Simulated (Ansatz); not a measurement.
I need a calculation of the elastic constants of SnSe2, space group P-3m1. Use the Ansatz DFT code, driven from Python. Settings: PBEsol, PAW, cutoff 463 eV, 12×12×4 k-points, fixed occupations.

```
CELL_PARAMETERS angstrom
3.81100 0.00000 0.00000
-1.90550 3.30042 0.00000
0.00000 0.00000 6.13600
ATOMIC_POSITIONS crystal
Sn 0.00000 0.00000 0.00000
Se 0.33333 0.66667 0.24900
Se 0.66667 0.33333 0.75100
```

`snse2.py`
```python
"""Stiffness tensor and moduli of SnSe2."""

import warnings

import ansatz
import numpy as np


def main() -> None:
    warnings.simplefilter("ignore", ansatz.DeckWarning)

    xtal = (
        ansatz.Lattice.of([3.811, 0.0, 0.0], [-1.9055, 3.300423, 0.0], [0.0, 0.0, 6.136])
        .atom("Sn", [0.0, 0.0, 0.0])
        .atom("Se", [1 / 3, 2 / 3, 0.249])
        .atom("Se", [2 / 3, 1 / 3, 0.751])
    )

    base = xtal.calculation()
    base = base.basis(34 * ansatz.Ry)
    base = base.functional("pbesol").occupations(ansatz.OccupationsMethod.FIXED)
    base = base.kpoints(12, 12, 4)
    result = base.elastic("clamped-ion", amplitude=0.005).run(threads=1)
    elastic = result.elastic

    C = np.asarray(elastic.c_gpa)
    for i in range(6):
        for j in range(i, 6):
            if abs(C[i, j]) > 0.05:
                print(f"C{i + 1}{j + 1} = {C[i, j]:.1f} GPa")
    print("smallest eigenvalue of C:", round(elastic.stability.min_eigenvalue_gpa, 1), "GPa; tensor positive definite:", elastic.stability.min_eigenvalue_gpa > 0)
    # averaged moduli need a positive definite tensor
    if elastic.stability.min_eigenvalue_gpa > 0:
        m = elastic.moduli
        anisotropy = 5 * m.g_voigt_gpa / m.g_reuss_gpa + m.k_voigt_gpa / m.k_reuss_gpa - 6
        print(f"Voigt K {m.k_voigt_gpa:.1f} G {m.g_voigt_gpa:.1f}; Reuss K {m.k_reuss_gpa:.1f} G {m.g_reuss_gpa:.1f}; universal anisotropy index {anisotropy:.3f}")


if __name__ == "__main__":
    main()
```

Running `python snse2.py` prints:
```text
C11 = 126.1 GPa
C12 = 48.4 GPa
C13 = 56.7 GPa
C14 = -8.2 GPa
C22 = 126.1 GPa
C23 = 56.7 GPa
C24 = 8.2 GPa
C33 = 108.0 GPa
C44 = 41.0 GPa
C55 = 41.0 GPa
C56 = -8.2 GPa
C66 = 38.8 GPa
smallest eigenvalue of C: 31.6 GPa; tensor positive definite: True
Voigt K 76.4 G 37.3; Reuss K 76.3 G 35.2; universal anisotropy index 0.304
```

The Fermi level of a run with fixed occupations marks the highest occupied state on its mesh, not mid-gap. A positive definite tensor excludes instabilities under uniform strain alone; phonons elsewhere in the zone can still be imaginary. The cell stands under 2.5 GPa at these settings. The cell stands under an uneven stress, so these stress-strain coefficients aren't symmetric, and eigenvalues smaller than that stress decide nothing. These are clamped-ion constants: where atoms have free coordinates under strain, the relaxed-ion ones can be far smaller or negative, so this tensor doesn't settle whether the crystal is stable. The structure is a deposited one; some such entries were measured under pressure or heat, so a shift against it needn't be the functional's error alone. The constants belong to the cell that was strained; where it wasn't relaxed first it may be under stress. It ran for 2.8 min on 1 thread of Arm Neoverse V2, with other jobs on the host, peak memory 0.69 GiB.

(A comment or docstring line of the script was reworded after the run, the code is as it ran.)
